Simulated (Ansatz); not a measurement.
**GeHCl2 radical: up Jacob's ladder to CCSD(T)**

An exercise on one series of results from a longer session: the logs are not shown, and one member is left open.

Program: Ansatz 0.2.0, Gaussian basis. Level of theory: functionals in def2-TZVPP, the program's frozen cores in correlated methods. These are calculated values, not measurements.

The runs, in order: LDA (SPW92), PBE-D4, revPBE-D4, BLYP-D4, r2SCAN-D4, B97M-V, PBE0-D4, B3LYP-D4, r2SCANh-D4, r2SCAN0-D4, HSE06-D4, BHLYP-D4, CAM-B3LYP-D4, LC-ωPBE, ωB97X-V, ωB97M-V, B2PLYP, PBE-QIDH; CCSD(T)/def2-SVP; CCSD(T)/def2-TZVPP; CCSD(T)/def2-QZVPP; extrapolation to the limit; RPA on PBE.

## The geometry

An earlier PBE0-D4 in a triple-zeta def2 set relaxation fixed the geometry.

SMILES `[Cl][GeH][Cl]`, 4 atoms, charge 0, spin multiplicity 2.

Atoms are counted from 1 here; the program's logs count them from 0.

Bond lengths: Cl1–Ge2 2.151 Å, Ge2–Cl3 2.151 Å, Ge2–H4 1.555 Å. Angles: Cl1–Ge2–Cl3 108.1°, Cl1–Ge2–H4 107.4°, Cl3–Ge2–H4 107.4°.

Set-up of the first run:

in.yaml

```yaml
crystal:
  periodic: [false, false, false]
  atoms:
    - {symbol: Cl, position_ang: [-1.679538, 0.753737, -0.615038]}
    - {symbol: Ge, position_ang: [0.214334, -0.253120, -0.455953]}
    - {symbol: Cl, position_ang: [0.210138, -1.401151, 1.362791]}
    - {symbol: H, position_ang: [1.310566, 0.840235, -0.312101]}
basis:
  gaussian: {orbitals: def2-TZVPP}
magnetization: {spin_polarized: true, initial_magnetization: 1}
hamiltonian: {xc: lda}
output: {orbitals: {seedname: orbitals}}
```

Launch:

```
ansatz run in.yaml --threads 2 --pin off --events-out ev --progress --plain --max-ram 32768MiB --backend cpu
```

Among the steps run: LDA; PBE-D4 (GGA); revPBE-D4 (GGA); BLYP-D4 (GGA); r2SCAN-D4 (meta-GGA); B97M-V (meta-GGA); PBE0-D4 (hybrid); B3LYP-D4 (hybrid); r2SCANh-D4 (hybrid); r2SCAN0-D4 (hybrid); HSE06-D4 (hybrid); BHLYP-D4 (hybrid); CAM-B3LYP-D4 (range-separated); LC-ωPBE (range-separated); ωB97X-V (range-separated); ωB97M-V (range-separated); B2PLYP (double hybrid); PBE-QIDH (double hybrid).

One of the session's tables, all rows but one given; the rest of the session is left out.

It belongs to the step «Frontier levels by functional». 

| functional | HOMO (eV) | LUMO (eV) | gap (eV) |
| --- | --- | --- | --- |
| LDA (SPW92) | -5.92 | -5.08 | 0.84 |
| PBE-D4 | -5.89 | -4.74 | 1.15 |
| revPBE-D4 | -5.87 | -4.61 | 1.26 |
| BLYP-D4 | -5.71 | -4.75 | 0.96 |
| r2SCAN-D4 | -6.31 | -4.43 | 1.88 |
| B97M-V | -6.17 | -4.84 | 1.33 |
| PBE0-D4 | -7.09 | -3.87 | 3.22 |
| B3LYP-D4 | -6.82 | -4.26 | 2.56 |
| r2SCANh-D4 | -6.74 | -4.11 | 2.64 |
| r2SCAN0-D4 | -7.39 | -3.63 | 3.76 |
| HSE06-D4 | -6.70 | -4.24 | 2.46 |
| BHLYP-D4 | ? | ? | ? |
| CAM-B3LYP-D4 | -8.33 | -2.98 | 5.35 |
| LC-ωPBE | -9.73 | -1.59 | 8.15 |
| ωB97X-V | -9.25 | -2.00 | 7.24 |
| ωB97M-V | -9.06 | -2.05 | 7.01 |

Estimate the missing values for BHLYP-D4.

Worked estimate for «HOMO (eV)». Against the share of exact exchange, BLYP-D4 (0, -5.71), B3LYP-D4 (0.2, -6.82) give a slope of -5.55 per unit share; at 0.5 the line stands at -8.48.

**Answer.** HOMO (eV): -8.11; LUMO (eV): -3.07; gap (eV): 5.05. In «HOMO (eV)» the line misses by -0.37.
